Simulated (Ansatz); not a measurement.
# LuSc4O: the cost of one run

Method: DFT PBE, scalar-relativistic, plane waves, PAW, in Ansatz 0.2.0.

## 1. The structure to begin with

Symmetry: P4/mmm, No. 123, tetragonal system. Conventional cell: a = 4.061 Å, b = 4.061 Å, c = 5.836 Å, α = 90.00°, β = 90.00°, γ = 90.00°. Lu (site symmetry 4/mmm) has 8 Sc at 2.46 Å in its first shell of neighbours. Around Sc (site symmetry 2mm) lie 2 Lu at 2.46 Å and 2 O at 2.55 Å and 5 Sc at 2.76 to 2.87 Å. O (site symmetry 4/mmm) has 8 Sc at 2.55 Å in its first shell of neighbours.

As a file:

```
Lu Sc O
1.0
     4.06098    0.00000    0.00000
     0.00000    4.06098    0.00000
     0.00000    0.00000    5.83563
Lu Sc O
1 4 1
Cartesian
  0.0000 0.0000 0.0000
  2.0305 0.0000 4.4534
  0.0000 2.0305 1.3822
  2.0305 0.0000 1.3822
  0.0000 2.0305 4.4534
  2.0305 2.0305 2.9178
```

The cell is invented: species swapped into a database cell of CePrO4 (P4/mmm, No. 123), with Lu on the Ce sites, O on the Pr sites and Sc on the O sites. Lengths come from tabulated atomic sizes and are only a guess.

## 2. The guess as it stands, on a coarse mesh

input.yaml

```yaml
crystal:
  lattice:
    - [4.06097915, 0.0, 0.0]
    - [0.0, 4.06097915, 0.0]
    - [0.0, 0.0, 5.83562913]
  atoms:
    - { symbol: Lu, position: [0.0, 0.0, 0.0] }
    - { symbol: Sc, position: [0.5, 0.0, 0.76314598] }
    - { symbol: Sc, position: [0.0, 0.5, 0.23685402] }
    - { symbol: Sc, position: [0.5, 0.0, 0.23685402] }
    - { symbol: Sc, position: [0.0, 0.5, 0.76314598] }
    - { symbol: O, position: [0.5, 0.5, 0.5] }
basis:
  ecutwfc: 420
kpoints:
  mp_grid: { grid: [4, 4, 4] }
hamiltonian:
  xc: pbe
scf:
  occupations: { method: gaussian, width: 0.1 }
  lower_state_search: "off"
output:
  forces: true
  stress: true
  eigenvalues: true
```

Command:

```sh
$ ansatz run input.yaml --threads 1 --pin off --max-ram 2560MiB --backend cpu --events-out ev --progress --plain --runs-dir out
```

Q: Estimate wall time and peak memory on 1 thread of Intel Xeon at 2.70GHz, shared host.

About 6.8 s, with a peak of 0.43 GiB.
